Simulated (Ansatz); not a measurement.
The system is NiMoIrPdW.

```xyz
5
Lattice="2.7608 0.0000 0.0000 -1.3804 2.3909 0.0000 0.0000 0.0000 11.3405" Properties=species:S:1:pos:R:3 pbc="T T T"
Ni    0.0000    0.0000    8.0423
Mo    1.3804    0.7970    3.3369
Pd    1.3804    0.7970   10.1952
Ir    0.0000    0.0000    1.2025
W     1.3804    0.7970    6.0015
```

The cell was built by a generator and needn't be a form met in nature.

Base run:

```yaml
Program: Ansatz 0.2.0
Functional: LDA
Potentials_or_basis: all-electron LAPW, scalar-relativistic
Cutoff: 282 eV
Density_cutoff: 1129 eV
Basis_error_allowed: 0.002 eV/atom
k_mesh: 8 × 8 × 2
Occupations: fermi-dirac, width 0.05 eV
Spin: collinear spin, ferromagnetic start
Starting_moments: "[1.0, 1.0, 0.0, 0.6, 0.0] μB"
```

Its results: pressure -14.0 GPa; net moment 0.00 μB per cell; largest force 0.292 eV/Å.

Problem. The run is repeated on the same cell with these changes: functional from LDA to PBEsol. What comes out?

Solution. Pressure -8.8 GPa; net moment 0.00 μB per cell; largest force 0.219 eV/Å.

PBEsol binds less tightly than LDA, so the same cell stands under more pressure.

Caveats: the k mesh is thin for a metal, which can move the energy by tens of meV per atom.

Not every run made on this cell is shown here.
